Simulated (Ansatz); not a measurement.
# SbNH₄ (SMILES [NH2][SbH2]): one structure at several levels

An exercise on one series of results from a longer session: the logs are not shown, and one member is left open.

Computed with Ansatz 0.2.0, Gaussian basis. Level: single points in def2-TZVPP.

Correlated methods freeze the cores. Filled d shells of the heavier atoms are correlated. Core potentials replace the inner electrons past krypton, and spin-orbit coupling is left out. B3LYP uses VWN-RPA correlation.

### The system as given

SMILES `[NH2][SbH2]`, 6 atoms, charge 0, spin multiplicity 1.

Atoms are counted from 1 here; the program's logs count them from 0.

Bond lengths: N1–Sb2 1.985 Å, N1–H3 1.012 Å, N1–H4 1.136 Å, Sb2–H5 1.935 Å, Sb2–H6 1.681 Å. Angles: Sb2–N1–H3 116.1°, Sb2–N1–H4 96.0°, H3–N1–H4 101.2°, N1–Sb2–H5 95.0°, N1–Sb2–H6 98.6°, H5–Sb2–H6 94.0°.

Geometry (Å):

```xyz
6

N    -0.3027   -0.9485   -0.0303
Sb    0.6171    0.8039    0.1212
H     0.0984   -1.6075   -0.6851
H     0.0713   -1.3642    0.9591
H    -0.1379    1.5336   -1.5040
H    -0.4867    1.5808    1.1225
```

The first run:

run/in.yaml

```yaml
crystal:
  periodic: [false, false, false]
  atoms:
    - {symbol: N, position_ang: [-0.302700, -0.948500, -0.030300]}
    - {symbol: Sb, position_ang: [0.617100, 0.803900, 0.121200]}
    - {symbol: H, position_ang: [0.098400, -1.607500, -0.685100]}
    - {symbol: H, position_ang: [0.071300, -1.364200, 0.959100]}
    - {symbol: H, position_ang: [-0.137900, 1.533600, -1.504000]}
    - {symbol: H, position_ang: [-0.486700, 1.580800, 1.122500]}
basis:
  gaussian: {orbitals: def2-TZVPP}
correlation: {method: ccsd_t}
output: {forces: true}
```

No record of the launch command was kept for these runs.

Steps of the session up to this table: CCSD(T)/def2-TZVPP; PBE0-D4/def2-TZVPP; wB97M-V/def2-TZVPP; r2SCAN-D4/def2-TZVPP; PBE-D4/def2-TZVPP; B3LYP-D4/def2-TZVPP; CAM-B3LYP-D4/def2-TZVPP.

One table of the session follows, with a row left open; its other results are not shown here.

| method | RMS force component (eV/Å) | angle to CCSD(T) forces (°) | dipole (D) |
| --- | --- | --- | --- |
| CCSD(T) | 1.577 | reference | 1.77 |
| PBE0-D4 | 1.600 | 3.0 | 1.82 |
| wB97M-V | 1.604 | 2.7 | 1.89 |
| r2SCAN-D4 | 1.582 | 3.3 | 1.83 |
| PBE-D4 | ? | ? | ? |
| B3LYP-D4 | 1.611 | 4.7 | 1.93 |
| CAM-B3LYP-D4 | 1.618 | 3.5 | 1.92 |

Q: Estimate the row for PBE-D4 from the others.

As computed: RMS force component (eV/Å): 1.549; angle to CCSD(T) forces (°): 8.8; dipole (D): 1.82. In the column «RMS force component (eV/Å)» it is the lowest.
